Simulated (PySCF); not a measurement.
# C₅H₈Si: electronic excitations at several levels of theory

Aim: compute the electronic excitations of C₅H₈Si (`C#C[SiH]1CCC1`) at several levels, and see how far they spread and what each costs.

Computed with PySCF 2.14.0, with density-fitted response routines of our own, on a single molecule in the gas phase. Atoms are numbered from 0 throughout.

### Step 1. Starting geometry

14 atoms, charge 0, multiplicity 1; geometry from: GFN2-xTB. The atoms were then displaced at random by about 0.01 Å, so the start is not that level's minimum.

Bonds of the start (Å): C0–C1 1.22, C1–Si2 1.86, Si2–C3 1.88, C3–C4 1.57, C4–C5 1.53, C5–Si2 1.90, C0–H6 1.05, Si2–H7 1.47, C3–H8 1.10, C3–H9 1.09, C4–H10 1.11, C4–H11 1.07, C5–H12 1.09, C5–H13 1.09.

### Step 2. Optimising the geometry at PBE0-D3(BJ)/def2-SVP

Job settings and geometry (Å):

```
{"job": {"xc": "PBE0", "basis": "def2-SVP", "d3": "d3bj", "grid": 1, "shake": 0.01, "kind": "geom"}, "charge": 0, "multiplicity": 1}
C      3.177590     0.591720     0.867250
C      2.166080     0.343220     0.226920
Si     0.623990    -0.067210    -0.735910
C     -0.854810     1.025950    -0.367940
C     -1.689610    -0.213910     0.103660
C     -0.575700    -1.269600     0.120180
H      4.031250     0.851130     1.415260
H      1.003240    -0.309490    -2.135590
H     -0.745970     1.761000     0.447390
H     -1.350630     1.539830    -1.192730
H     -2.156450    -0.066970     1.099910
H     -2.468400    -0.464120    -0.586570
H     -0.863940    -2.173030    -0.423110
H     -0.303790    -1.563600     1.138600
```

On the command line:

```sh
$ OMP_NUM_THREADS=1 python probes_run.py task.json out
```

One launch serves the whole session: the jobs run in the order shown.

The log of the run:

```text
step   0  E = -484.17078069  max force = 0.029138
step   1  E = -484.17505508  max force = 0.014926
step   2  E = -484.17578543  max force = 0.005908
step   3  E = -484.17616415  max force = 0.004111
step   4  E = -484.17633431  max force = 0.002293
step   5  E = -484.17648847  max force = 0.001504
step   6  E = -484.17658267  max force = 0.002155
step   7  E = -484.17667269  max force = 0.002504
step   8  E = -484.17680021  max force = 0.002629
step   9  E = -484.17700617  max force = 0.002017
step  10  E = -484.17721021  max force = 0.001915
step  11  E = -484.17736848  max force = 0.001385
step  12  E = -484.17738886  max force = 0.000464
step  13  E = -484.17739281  max force = 0.000188
optimisation converged
```

Wall time 76 s (1 thread of Arm Neoverse V2, shared host); peak memory 0.54 GiB.

Relaxation path:

```csv
step,energy from step 0 (eV),largest force component (eV/Å)
0,0.0000,1.4983
1,-0.1163,0.7675
2,-0.1362,0.3038
3,-0.1465,0.2114
4,-0.1511,0.1179
5,-0.1553,0.0773
6,-0.1579,0.1108
7,-0.1603,0.1288
8,-0.1638,0.1352
9,-0.1694,0.1037
10,-0.1750,0.0985
11,-0.1793,0.0712
12,-0.1798,0.0239
13,-0.1799,0.0097
```

Close pairs (by a distance rule), those that changed most:

```csv
bond,before (Å),after (Å),change (Å)
C4–H11,1.070,1.102,+0.032
C1–Si2,1.864,1.835,-0.029
C0–H6,1.047,1.076,+0.029
Si2–H7,1.470,1.493,+0.023
C4–C5,1.535,1.553,+0.019
Si2–C3,1.875,1.892,+0.016
C3–C4,1.567,1.554,-0.014
Si2–C5,1.902,1.892,-0.010
```

The next job starts from the end point, and lists it.

```csv
at the end point,value
point group (found at 0.08 Å tolerance),Cs
"rotational constants (GHz, main isotopes)","7.150, 1.722, 1.587"
dipole moment (D),0.52
```

### Step 3. Excited states and response: PBE0/def2-TZVP

Job settings and geometry (Å):

```
{"job": {"kind": "uv", "xc": "PBE0", "basis": "def2-TZVP"}, "charge": 0, "multiplicity": 1}
C      3.291955     0.743588     0.351036
C      2.196565     0.419330    -0.071056
Si     0.525386    -0.061185    -0.656452
C     -0.964139     1.015070    -0.206858
C     -1.706245    -0.312012     0.112179
C     -0.507700    -1.264990     0.374120
H      4.261160     1.028655     0.720735
H      0.616237    -0.410286    -2.105432
H     -0.757561     1.588613     0.711023
H     -1.437393     1.684064    -0.938695
H     -2.432491    -0.246691     0.939292
H     -2.265295    -0.649931    -0.775838
H     -0.636904    -2.316878     0.084263
H     -0.192241    -1.228252     1.429304
```

Method: TDDFT PBE0/def2-TZVP, vertical, gas phase, core orbitals frozen in the response.

The log of the run:

```text
coarse grid: 12016 points
cycle   1  E = -484.4250270365  dE =  5.418e-01  |g| = 5.038e-01  |ddm| = 2.961e+00
cycle   2  E = -484.3948439553  dE =  3.018e-02  |g| = 6.004e-01  |ddm| = 1.016e+00
cycle   3  E = -484.4853102780  dE = -9.047e-02  |g| = 1.343e-01  |ddm| = 6.257e-01
cycle   4  E = -484.4890517986  dE = -3.742e-03  |g| = 6.131e-02  |ddm| = 1.044e-01
cycle   5  E = -484.4899382475  dE = -8.864e-04  |g| = 1.784e-02  |ddm| = 4.223e-02
cycle   6  E = -484.4900211861  dE = -8.294e-05  |g| = 2.284e-03  |ddm| = 1.533e-02
cycle   7  E = -484.4900226156  dE = -1.430e-06  |g| = 5.106e-04  |ddm| = 2.786e-03
final grid: 110944 points
cycle   8  E = -484.4792212048  dE = -4.683e-05  |g| = 7.139e-03  |ddm| = 6.969e-02
cycle   9  E = -484.4792147411  dE =  6.464e-06  |g| = 8.646e-03  |ddm| = 1.397e-02
cycle  10  E = -484.4792337093  dE = -1.897e-05  |g| = 9.429e-04  |ddm| = 7.803e-03
cycle  11  E = -484.4792338886  dE = -1.794e-07  |g| = 5.002e-04  |ddm| = 1.087e-03
cycle  12  E = -484.4792339414  dE = -5.279e-08  |g| = 1.998e-04  |ddm| = 3.454e-04
cycle  13  E = -484.4792339518  dE = -1.039e-08  |g| = 2.917e-05  |ddm| = 1.436e-04
cycle  14  E = -484.4792339521  dE = -2.340e-10  |g| = 3.729e-06  |ddm| = 3.355e-05
converged SCF energy = -484.4792339521

Static polarisability (au): isotropic 80.979, principal 66.893 67.190 108.852

Singlet excitations
state   eV       nm        f      main configurations
  1   5.6590    219.1   0.00139   H->L 0.79, H-2->L 0.13
  2   5.9948    206.8   0.01921   H-1->L 0.53, H->L+1 0.33
  3   6.1331    202.2   0.00335   H-1->L+1 0.79, H-3->L+1 0.13
  4   6.6260    187.1   0.00416   H-2->L 0.81, H->L 0.14
  5   7.0188    176.6   0.31105   H-3->L 0.36, H-1->L 0.35, H->L+1 0.26
  6   7.0902    174.9   0.02899   H-2->L+1 0.44, H->L+1 0.28, H-3->L 0.24
  7   7.3424    168.9   0.01938   H-3->L+1 0.79, H-1->L+1 0.15
  8   7.6905    161.2   0.02424   H->L+2 0.91
  9   7.7407    160.2   0.00329   H-4->L 0.48, H-1->L+2 0.43
 10   7.8691    157.6   0.00228   H-4->L 0.48, H-1->L+2 0.47

Triplet excitations (Tamm-Dancoff, eV): 4.6928 5.1057 5.1780 5.8063
```

It took 35 s on 1 thread of Arm Neoverse V2, shared host; peak memory 0.95 GiB.

The orbitals next to the gap, with their largest atomic shares:

```csv
orbital,eV,atoms
HOMO−3,-8.81,"C1 27 %, C0 22 %, Si2 16 %"
HOMO−2,-8.62,"C1 31 %, C0 28 %, Si2 11 %"
HOMO−1,-7.84,"C0 25 %, C1 19 %, C3 17 %"
HOMO,-7.71,"C0 20 %, Si2 15 %, C1 15 %"
LUMO,-0.40,"Si2 35 %, C0 29 %, C1 21 %"
LUMO+1,0.05,"C0 36 %, C1 27 %, Si2 25 %"
LUMO+2,1.20,"Si2 26 %, H10 16 %, C4 10 %"
```

With each of the 10 states as a Gaussian band of 0.4 eV half-width at 1/e, the curve within the window shown has maxima at 204 nm (ε 970), 176 nm (ε 14,000) L/(mol cm). Beyond the last state computed it falls off for lack of states. The curve at chosen wavelengths:

nm, ε (L/mol/cm) and a bar:
```
      152        344 #
      156        944 ##
      159       1621 ###
      163       3174 #######
      167       6341 ##############
      171      10844 #######################
      174      13529 #############################
      178      13982 ##############################
      182      10908 #######################
      185       7696 #################
      189       4074 #########
      193       1991 ####
      197       1166 ##
      200        996 ##
      204        974 ##
      208        944 ##
      212        823 ##
      215        686 #
      219        490 #
      223        317 #
      226        217 
      230        124 
      234         67 
      238         34 
      241         20 
      245         10
```

Ground-state properties from the same run:

```csv
property,computed
dipole moment (D),0.52
polarisability (Å³),12.00
HOMO–LUMO gap (eV),7.31
−ε(HOMO) (eV),7.71
```

### Step 4. TDDFT and polarisability: PBE0/aug-cc-pVDZ

Same as in step 3 but for these lines:

```diff
@@ -1,2 +1,2 @@
-{"job": {"kind": "uv", "xc": "PBE0", "basis": "def2-TZVP"}, "charge": 0, "multiplicity": 1}
+{"job": {"kind": "uv", "xc": "PBE0", "basis": "aug-cc-pVDZ"}, "charge": 0, "multiplicity": 1}
 C      3.291955     0.743588     0.351036
```

With the program's defaults for keys left out, this is: TDDFT PBE0/aug-cc-pVDZ, vertical, gas phase, core orbitals frozen in the response.

The log of the run:

```text
coarse grid: 12016 points
cycle   1  E = -484.3412704130  dE =  5.878e-01  |g| = 4.589e-01  |ddm| = 1.410e+01
cycle   2  E = -484.3142440612  dE =  2.703e-02  |g| = 5.538e-01  |ddm| = 2.875e+00
cycle   3  E = -484.3962619132  dE = -8.202e-02  |g| = 1.240e-01  |ddm| = 1.278e+00
cycle   4  E = -484.3998611161  dE = -3.599e-03  |g| = 4.735e-02  |ddm| = 3.197e-01
cycle   5  E = -484.4003998312  dE = -5.387e-04  |g| = 1.486e-02  |ddm| = 1.157e-01
cycle   6  E = -484.4004616708  dE = -6.184e-05  |g| = 1.868e-03  |ddm| = 5.380e-02
cycle   7  E = -484.4004627669  dE = -1.096e-06  |g| = 4.181e-04  |ddm| = 9.411e-03
final grid: 110944 points
cycle   8  E = -484.4150261320  dE = -2.239e-05  |g| = 7.242e-03  |ddm| = 2.084e-01
cycle   9  E = -484.4150187990  dE =  7.333e-06  |g| = 8.973e-03  |ddm| = 4.828e-02
cycle  10  E = -484.4150407083  dE = -2.191e-05  |g| = 7.566e-04  |ddm| = 2.193e-02
cycle  11  E = -484.4150408815  dE = -1.732e-07  |g| = 1.751e-04  |ddm| = 3.862e-03
cycle  12  E = -484.4150408860  dE = -4.468e-09  |g| = 1.230e-04  |ddm| = 5.352e-04
cycle  13  E = -484.4150408897  dE = -3.661e-09  |g| = 3.276e-05  |ddm| = 2.785e-04
cycle  14  E = -484.4150408900  dE = -3.029e-10  |g| = 3.836e-06  |ddm| = 9.141e-05
converged SCF energy = -484.4150408900

Static polarisability (au): isotropic 85.246, principal 71.250 72.377 112.111

Singlet excitations
state   eV       nm        f      main configurations
  1   5.6736    218.5   0.00136   H->L 0.78, H-2->L 0.11
  2   5.9956    206.8   0.02039   H-1->L 0.52, H->L+1 0.23, H->L+2 0.09
  3   6.1166    202.7   0.00444   H-1->L+1 0.53, H-1->L+2 0.21
  4   6.6471    186.5   0.00432   H-2->L 0.77, H->L 0.13
  5   6.7500    183.7   0.06925   H->L+1 0.67, H->L+2 0.12, H-1->L 0.11
  6   6.9424    178.6   0.04484   H-1->L+2 0.51, H-1->L+1 0.36
  7   6.9884    177.4   0.22242   H->L+2 0.39, H-3->L 0.26, H-1->L 0.22
  8   7.0719    175.3   0.02157   H->L+3 0.47, H->L+2 0.22, H-2->L+1 0.14
  9   7.1260    174.0   0.02273   H->L+3 0.34, H->L+4 0.19, H-3->L 0.16
 10   7.1925    172.4   0.00035   H-1->L+3 0.72, H-3->L+1 0.11, H-1->L+2 0.09

Triplet excitations (Tamm-Dancoff, eV): 4.7147 5.1381 5.2048 5.8098
```

Wall time 30 s (1 thread of Arm Neoverse V2, shared host); peak memory 0.91 GiB.

In short: HOMO -7.70 eV, LUMO -0.43 eV; lowest singlet 5.67 eV.

### Step 5. TDDFT and polarisability: PBE0/def2-TZVPD

Same as in step 4 but for these lines:

```diff
@@ -1,2 +1,2 @@
-{"job": {"kind": "uv", "xc": "PBE0", "basis": "aug-cc-pVDZ"}, "charge": 0, "multiplicity": 1}
+{"job": {"kind": "uv", "xc": "PBE0", "basis": "def2-TZVPD"}, "charge": 0, "multiplicity": 1}
 C      3.291955     0.743588     0.351036
```

Method: TDDFT PBE0/def2-TZVPD, vertical, gas phase, core orbitals frozen in the response.

The log of the run:

```text
coarse grid: 12016 points
cycle   1  E = -484.4256484694  dE =  5.419e-01  |g| = 5.040e-01  |ddm| = 5.608e+00
cycle   2  E = -484.3947981740  dE =  3.085e-02  |g| = 6.020e-01  |ddm| = 1.490e+00
cycle   3  E = -484.4859213246  dE = -9.112e-02  |g| = 1.343e-01  |ddm| = 6.710e-01
cycle   4  E = -484.4896497272  dE = -3.728e-03  |g| = 6.174e-02  |ddm| = 1.362e-01
cycle   5  E = -484.4905496043  dE = -8.999e-04  |g| = 1.779e-02  |ddm| = 5.432e-02
cycle   6  E = -484.4906319227  dE = -8.232e-05  |g| = 2.328e-03  |ddm| = 1.860e-02
cycle   7  E = -484.4906334034  dE = -1.481e-06  |g| = 5.198e-04  |ddm| = 4.649e-03
final grid: 110944 points
cycle   8  E = -484.4798454723  dE = -4.924e-05  |g| = 7.142e-03  |ddm| = 2.116e-01
cycle   9  E = -484.4798389944  dE =  6.478e-06  |g| = 8.657e-03  |ddm| = 1.916e-02
cycle  10  E = -484.4798580078  dE = -1.901e-05  |g| = 9.446e-04  |ddm| = 9.548e-03
cycle  11  E = -484.4798581868  dE = -1.790e-07  |g| = 5.053e-04  |ddm| = 1.247e-03
cycle  12  E = -484.4798582407  dE = -5.398e-08  |g| = 2.016e-04  |ddm| = 3.977e-04
cycle  13  E = -484.4798582513  dE = -1.055e-08  |g| = 3.009e-05  |ddm| = 2.105e-04
cycle  14  E = -484.4798582515  dE = -2.487e-10  |g| = 3.837e-06  |ddm| = 6.703e-05
converged SCF energy = -484.4798582515

Static polarisability (au): isotropic 84.998, principal 71.086 72.273 111.636

Singlet excitations
state   eV       nm        f      main configurations
  1   5.6299    220.2   0.00138   H->L 0.79, H-2->L 0.12
  2   5.9586    208.1   0.01939   H-1->L 0.53, H->L+1 0.32
  3   6.0943    203.4   0.00374   H-1->L+1 0.75, H-3->L+1 0.11
  4   6.5771    188.5   0.00394   H-2->L 0.80, H->L 0.14
  5   6.8602    180.7   0.23232   H->L+1 0.51, H-1->L 0.25
  6   6.9953    177.2   0.04986   H-3->L 0.50, H-2->L+1 0.27, H-1->L 0.09
  7   7.1681    173.0   0.03923   H-3->L+1 0.46, H-1->L+2 0.31, H-1->L+1 0.17
  8   7.2798    170.3   0.05620   H->L+2 0.82, H-2->L+1 0.10
  9   7.3296    169.2   0.02560   H->L+3 0.90
 10   7.4050    167.4   0.01035   H-1->L+2 0.58, H-3->L+1 0.24, H-1->L+3 0.09

Triplet excitations (Tamm-Dancoff, eV): 4.6838 5.0894 5.1617 5.7753
```

Wall time 51 s (1 thread of Arm Neoverse V2, shared host); peak memory 1.1 GiB.

In short: HOMO -7.72 eV, LUMO -0.48 eV; lowest singlet 5.63 eV.

### Step 6. TDDFT and polarisability: PBE0/6-31+G*

Same as in step 5 but for these lines:

```diff
@@ -1,2 +1,2 @@
-{"job": {"kind": "uv", "xc": "PBE0", "basis": "def2-TZVPD"}, "charge": 0, "multiplicity": 1}
+{"job": {"kind": "uv", "xc": "PBE0", "basis": "6-31+G*"}, "charge": 0, "multiplicity": 1}
 C      3.291955     0.743588     0.351036
```

With the program's defaults for keys left out, this is: TDDFT PBE0/6-31+G*, vertical, gas phase, core orbitals frozen in the response.

The log of the run:

```text
coarse grid: 12016 points
cycle   1  E = -484.3805271493  dE =  5.707e-01  |g| = 4.708e-01  |ddm| = 5.324e+00
cycle   2  E = -484.3561515436  dE =  2.438e-02  |g| = 5.538e-01  |ddm| = 2.031e+00
cycle   3  E = -484.4379294816  dE = -8.178e-02  |g| = 1.257e-01  |ddm| = 1.180e+00
cycle   4  E = -484.4416355371  dE = -3.706e-03  |g| = 4.718e-02  |ddm| = 2.733e-01
cycle   5  E = -484.4421792464  dE = -5.437e-04  |g| = 1.404e-02  |ddm| = 8.771e-02
cycle   6  E = -484.4422339838  dE = -5.474e-05  |g| = 1.845e-03  |ddm| = 3.273e-02
cycle   7  E = -484.4422350688  dE = -1.085e-06  |g| = 3.553e-04  |ddm| = 6.965e-03
final grid: 110944 points
cycle   8  E = -484.3841800666  dE = -1.981e-05  |g| = 7.233e-03  |ddm| = 8.396e-02
cycle   9  E = -484.3841736125  dE =  6.454e-06  |g| = 8.839e-03  |ddm| = 2.521e-02
cycle  10  E = -484.3841948427  dE = -2.123e-05  |g| = 7.780e-04  |ddm| = 1.315e-02
cycle  11  E = -484.3841950059  dE = -1.631e-07  |g| = 2.876e-04  |ddm| = 2.269e-03
cycle  12  E = -484.3841950207  dE = -1.483e-08  |g| = 1.537e-04  |ddm| = 5.529e-04
cycle  13  E = -484.3841950270  dE = -6.345e-09  |g| = 2.087e-05  |ddm| = 3.238e-04
cycle  14  E = -484.3841950272  dE = -1.286e-10  |g| = 2.875e-06  |ddm| = 7.168e-05
converged SCF energy = -484.3841950272

Static polarisability (au): isotropic 78.272, principal 63.887 64.449 106.480

Singlet excitations
state   eV       nm        f      main configurations
  1   5.6862    218.0   0.00139   H->L 0.79, H-2->L 0.11
  2   6.0131    206.2   0.02237   H-1->L 0.53, H->L+1 0.29
  3   6.1410    201.9   0.00489   H-1->L+1 0.70, H-1->L+2 0.08
  4   6.6620    186.1   0.00490   H-2->L 0.79, H->L 0.13
  5   6.8658    180.6   0.15088   H->L+1 0.55, H-1->L 0.17, H->L+2 0.14
  6   7.0453    176.0   0.15791   H-3->L 0.42, H->L+2 0.24, H-1->L 0.17
  7   7.0789    175.1   0.05886   H-1->L+2 0.66, H-1->L+1 0.18, H-3->L+1 0.13
  8   7.1699    172.9   0.04573   H->L+2 0.46, H->L+3 0.20, H-2->L+1 0.19
  9   7.2461    171.1   0.03716   H->L+3 0.71
 10   7.3039    169.8   0.00083   H-1->L+3 0.65, H-3->L+1 0.20, H-1->L+2 0.09

Triplet excitations (Tamm-Dancoff, eV): 4.7036 5.1440 5.2126 5.8301
```

Run time: 14 s. Hardware: 1 thread of Arm Neoverse V2, shared host; peak memory 0.75 GiB.

In short: HOMO -7.69 eV, LUMO -0.40 eV; lowest singlet 5.69 eV.

### Step 7. Comparing the runs: electronic excitations

Excitations and ground-state properties, with basis size and wall time:

```csv
run,lowest singlet (eV),brightest (eV),f,gap (eV),α (Å³),μ (D),functions,time
PBE0/def2-TZVP,5.66,7.02,0.311,7.31,12.00,0.52,240,35 s
PBE0/aug-cc-pVDZ,5.67,6.99,0.222,7.27,12.63,0.51,214,30 s
PBE0/def2-TZVPD,5.63,6.86,0.232,7.24,12.60,0.51,300,51 s
PBE0/6-31+G*,5.69,7.05,0.158,7.29,11.60,0.55,128,14 s
```

### Step 8. Results

| quantity | value |
| --- | --- |
| point group | Cs |
| rotational constants (main isotopes) | 7.15, 1.72, 1.59 GHz |
| lowest singlet (PBE0/def2-TZVP) | 5.66 eV (219 nm), f = 0.001 |
| brightest single state of those computed | state 5, 7.02 eV, f = 0.311 |
| lowest triplet | 4.69 eV |
| range of the lowest singlet | 5.63 to 5.69 eV |

In words: Single values in the summary come from the first run of each kind that ended normally (PBE0/def2-TZVP), which need not be the best level. The optimisation took 13 steps and gained 0.180 eV; among the close pairs (by a distance rule), C4–H11 changed most, from 1.070 to 1.102 Å. The first singlet state (HOMO→LUMO 0.79, HOMO−2→LUMO 0.13) lies at 5.66 eV and is weak; of the 10 states computed, the strongest absorption comes from state 5 at 7.02 eV. The lowest triplet lies 0.97 eV below the lowest singlet (triplets in Tamm-Dancoff, singlets in full TDDFT). The basis of PBE0/def2-TZVP has no diffuse functions, so Rydberg states are missing and the high states are unreliable. The lowest singlet runs from 5.63 eV (PBE0/def2-TZVPD) to 5.69 eV (PBE0/6-31+G*), while the orbital gap spans 7.24 to 7.31 eV. The lowest state need not be the same one in every run.
